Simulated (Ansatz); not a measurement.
Runs of Ansatz 0.2.0 on CsLiCr2Te2S3. The structure is monoclinic, space group Pm (No. 6). Conventional cell: a = 7.057 Å, b = 3.981 Å, c = 9.084 Å, α = 90.00°, β = 107.12°, γ = 90.00°. Cs (site symmetry m) is surrounded by 3 S at 3.44 to 3.50 Å and 1 Te at 3.93 Å. Li (site symmetry m) has 3 S at 2.21 to 2.30 Å as nearest neighbours. Cr (site symmetry m) is surrounded by 5 S at 2.47 to 2.63 Å and 1 Te at 2.79 Å and 2 Li at 2.81 Å. Cr (site symmetry m) is surrounded by 2 S at 2.34 to 2.50 Å. Around Te (site symmetry m) lie 3 Cr at 2.76 to 2.79 Å. Te (site symmetry m) is surrounded by 1 S at 2.48 Å and 2 Cr at 2.80 Å. Around S (site symmetry m) lie 2 Li at 2.21 Å and 1 Te at 2.48 Å and 1 Cr at 2.51 Å. Around S (site symmetry m) lie 3 Cr at 2.34 to 2.47 Å and 1 Li at 2.63 Å. The cell was built by a generator and needn't be a form met in nature.

```tsv
potentials or basis	cutoff (eV)	gap on the mesh (eV)	pressure (GPa)	moment (μB)	largest force (eV/Å)
PseudoDojo standard (PBE files)	1279	0.44	(b)	6.00	0.03
JTH PAW	1230	0.47	0.3	6.00	0.09
SPMS NC	871	0.44	0.3	6.00	0.05
Ansatz PAW earlier set	1070	(a)	0.0	6.00	0.01
Ansatz NC with PseudoDojo standard (PBE files)	1279	0.46	0.0	6.00	0.01
```

Alike in all rows: task single point; level PBE; spin collinear, ferromagnetic start; cell as given; k mesh 4 × 7 × 3; smearing fermi-dirac 0.05 eV.

Task: Estimate the missing entries.

Result: (a) 0.48; (b) 0.2.

Caveats: odd divisions of the mesh miss points on the zone boundary, where band edges often lie, so the gap on the mesh can be too wide; spin-orbit coupling is left out, which moves the levels of the heavy elements; only a ferromagnetic start was run, and an antiferromagnetic order may lie lower in energy.

A k mesh can miss the band edges, and the runs leave out spin-orbit coupling on Cs, Te.

Not every run made on this cell is shown here.
